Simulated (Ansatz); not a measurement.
# Na2HgH4: the cost of one run

Method: DFT PBE, scalar-relativistic, plane waves, PAW, in Ansatz 0.2.0.

## Step 1: The system as given

It takes space group I4/mmm (No. 139, tetragonal). The conventional cell has a = 4.653 Å, b = 4.653 Å, c = 10.151 Å, α = 90.00°, β = 90.00°, γ = 90.00°. Na (site symmetry 4mm) has 8 H at 2.56 to 2.75 Å and 1 Na at 2.92 Å as nearest neighbours. Hg (site symmetry 4/mmm) is surrounded by 4 H at 2.33 Å. Around H (site symmetry mmm) lie 2 Hg at 2.33 Å and 4 Na at 2.75 Å. H (site symmetry -4m2) has 2 H at 2.54 Å and 4 Na at 2.56 Å as nearest neighbours.

As a file:

```xyz
7
Lattice="-2.3265 2.3265 5.0753 2.3265 -2.3265 5.0753 2.3265 2.3265 -5.0753" Properties=species:S:1:pos:R:3 pbc="T T T"
Na    0.0000    0.0000    6.5344
Na    0.0000    0.0000    3.6161
Hg    0.0000    0.0000    0.0000
H     2.3265    0.0000    0.0000
H     0.0000    2.3265    0.0000
H     2.3265    0.0000    2.5376
H     0.0000    2.3265    2.5376
```

A structure generator made this guess: perovskite family, T-prime layers (I4/mmm, No. 139). Lengths come from tabulated atomic sizes and are only a guess.

## Step 2: Probe: one point on a coarse mesh

Contents of input.yaml:

```yaml
crystal:
  lattice:
    - [-2.3265, 2.3265, 5.07526985]
    - [2.3265, -2.3265, 5.07526985]
    - [2.3265, 2.3265, -5.07526985]
  atoms:
    - { symbol: Na, position: [0.64375, 0.64375, 0.0] }
    - { symbol: Na, position: [0.35625, 0.35625, 0.0] }
    - { symbol: Hg, position: [0.0, 0.0, 0.0] }
    - { symbol: H, position: [0.0, 0.5, 0.5] }
    - { symbol: H, position: [0.5, 0.0, 0.5] }
    - { symbol: H, position: [0.25, 0.75, 0.5] }
    - { symbol: H, position: [0.75, 0.25, 0.5] }
basis:
  ecutwfc: 420
kpoints:
  mp_grid: { grid: [6, 6, 6] }
hamiltonian:
  xc: pbe
scf:
  occupations: { method: gaussian, width: 0.1 }
  lower_state_search: "off"
output:
  forces: true
  stress: true
  eigenvalues: true
```

The run is started by

```sh
ansatz run input.yaml --threads 1 --pin off --max-ram 2560MiB --backend cpu --events-out ev --progress --plain --runs-dir out
```

**Question.** How long does this run take on 1 thread of Arm Neoverse V1, shared host, and how much memory does it need?

About 4.7 s, with a peak of 0.41 GiB.
